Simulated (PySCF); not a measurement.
**cycloheptatriene (C₇H₈): geometry, NMR shifts**

Wanted: the NMR shifts of cycloheptatriene (C₇H₈) (`C1=CC=CCC=C1`), by calculation.

Computed with PySCF 2.14.0, with density-fitted response routines of our own, on a single molecule in the gas phase. Atoms count from 0, in the outputs and in this text.

### 1 The molecule as given

15 atoms, charge 0, multiplicity 1; geometry from: GFN2-xTB. The atoms were then displaced at random by about 0.01 Å, so the start is not that level's minimum.

Bonds of the start (Å): C0–C1 1.37, C1–C2 1.44, C2–C3 1.28, C3–C4 1.52, C4–C5 1.49, C5–C6 1.35, C6–C0 1.44, C0–H7 1.06, C1–H8 1.08, C2–H9 1.10, C3–H10 1.11, C4–H11 1.08, C4–H12 1.08, C5–H13 1.10, C6–H14 1.09.

### 2 Optimising the geometry at PBE0-D3(BJ)/def2-TZVP

The job: settings as JSON, then the geometry in Å.

```
{"job": {"xc": "PBE0", "basis": "def2-TZVP", "d3": "d3bj", "grid": 2, "shake": 0.01, "kind": "geom"}, "charge": 0, "multiplicity": 1}
C      1.311750    -1.001320    -0.093550
C      1.569610     0.338530    -0.173190
C      0.665900     1.391440     0.229710
C     -0.613080     1.355980     0.116100
C     -1.327160     0.243350    -0.639030
C     -1.145010    -0.940830     0.248820
C      0.068820    -1.519460     0.402780
H      2.100410    -1.680690    -0.299590
H      2.583690     0.646050    -0.404810
H      1.150270     2.256520     0.702500
H     -1.271980     2.122370     0.567470
H     -2.370990     0.466630    -0.795520
H     -0.848700     0.096290    -1.595170
H     -2.024970    -1.338230     0.767830
H      0.136120    -2.454020     0.958390
```

Launch:

```console
> OMP_NUM_THREADS=1 python probes_run.py task.json out
```

This one command runs all jobs of the session in turn.

**Question.** This job is followed by: GIAO PBE0/pcSseg-2 NMR shielding, non-relativistic, gas phase. Predict these results of the whole session: point group; rotational constants (main isotopes); ¹³C shifts against TMS (PBE0/pcSseg-2, means over atoms taken as alike); ¹H shifts against TMS (PBE0/pcSseg-2, means over atoms taken as alike); surface potential, 1st and 99th percentile.

As calculated:

| quantity | value |
| --- | --- |
| point group | Cs |
| rotational constants (main isotopes) | 3.74, 3.73, 2.06 GHz |
| ¹³C shifts against TMS (PBE0/pcSseg-2, means over atoms taken as alike) | 142.0, 137.0, 126.9, 32.8 ppm |
| ¹H shifts against TMS (PBE0/pcSseg-2, means over atoms taken as alike) | 7.12, 6.67, 5.44, 2.25 ppm |
| surface potential, 1st and 99th percentile | -0.84 V and 0.84 V |

What this shows: Relaxing lowered the energy by 0.180 eV in 8 steps; the close pair that moved most is C2–C3, from 1.285 to 1.343 Å. No frequency check was run at this level, so the end point may be a saddle. At PBE0/pcSseg-2: The widest tensor belongs to C0, C1: span 237 ppm, with a paramagnetic part of -208 ppm. At PBE0/pcSseg-2, counted by nearest atom on the grid, the HOMO lies on 4 C atoms about 17 % each, the LUMO on 4 C atoms about 16 % each.
